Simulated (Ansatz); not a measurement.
# LiH8ClO4: the cost of one run

Program: Ansatz 0.2.0. Level of theory: DFT PBE+D3(BJ), plane waves, PAW, scalar-relativistic, no spin polarisation. These are calculated values, not measurements.

### 1 The system as given

The cell holds 14 atoms (ClH8LiO4): a = 5.474 Å, b = 5.474 Å, c = 5.474 Å, α = 90.00°, β = 90.00°, γ = 90.00°.

As a file:

```xyz
14
Lattice="5.4737 0.0000 0.0000 0.0000 5.4737 0.0000 0.0000 0.0000 5.4737" Properties=species:S:1:pos:R:3 pbc="T T T"
O     0.5506    4.5249    1.5138
H     1.1420    5.0696    0.9738
H     0.5524    3.6648    1.0685
O     3.8556    3.3133    5.6366
H     3.5426    3.8521    4.8951
H     4.1380    2.4850    5.2216
O    -0.0264    1.8963    2.3918
H     0.2238    2.7304    2.8160
H     0.7155    1.3040    2.5838
O     2.8437    1.9469    3.7618
H     2.5092    2.2410    2.9017
H     2.9112    0.9850    3.6704
Li    3.7252    0.4445    1.0151
Cl    0.6489    1.3736    4.7635
```

### 2 Relaxing the start

The input, input.yaml:

```yaml
accuracy: low
crystal:
  lattice:
    - [5.473704, 0.0, 0.0]
    - [0.0, 5.473704, 0.0]
    - [0.0, 0.0, 5.473704]
  atoms:
    - { symbol: O, position: [0.1005901, 0.8266661, 0.2765601] }
    - { symbol: H, position: [0.2086415, 0.9261706, 0.1778961] }
    - { symbol: H, position: [0.1009172, 0.6695253, 0.1952118] }
    - { symbol: O, position: [0.7043944, 0.6053111, 1.0297567] }
    - { symbol: H, position: [0.6472035, 0.7037413, 0.8942888] }
    - { symbol: H, position: [0.7559863, 0.4539822, 0.9539365] }
    - { symbol: O, position: [-0.0048216, 0.3464423, 0.4369675] }
    - { symbol: H, position: [0.0408817, 0.4988128, 0.5144615] }
    - { symbol: H, position: [0.1307227, 0.2382363, 0.4720395] }
    - { symbol: O, position: [0.5195217, 0.3556809, 0.6872422] }
    - { symbol: H, position: [0.4584019, 0.4094199, 0.5301201] }
    - { symbol: H, position: [0.5318577, 0.1799537, 0.6705504] }
    - { symbol: Li, position: [0.6805649, 0.0812107, 0.1854506] }
    - { symbol: Cl, position: [0.1185455, 0.2509494, 0.8702563] }
basis:
  ecutwfc: 420.0
kpoints:
  mp_grid: { grid: [1, 1, 1] }
hamiltonian:
  xc: pbe
  dispersion: d3bj
scf:
  occupations: { method: fermi_dirac, width: 0.05 }
  lower_state_search: "off"
relax:
  f_tol: 0.3
  max_steps: 15
  adjacent_minimum: "off"
```

Command:

```
> ansatz run input.yaml --threads 1 --pin off --max-ram 3072MiB --backend cpu --events-out ev --progress --plain --runs-dir out
```

What time and memory should one allow on 1 thread of Intel Xeon Platinum 8259CL at 2.50GHz (Skylake/Cascade Lake), shared host?

About 21 s, with a peak of 0.44 GiB.
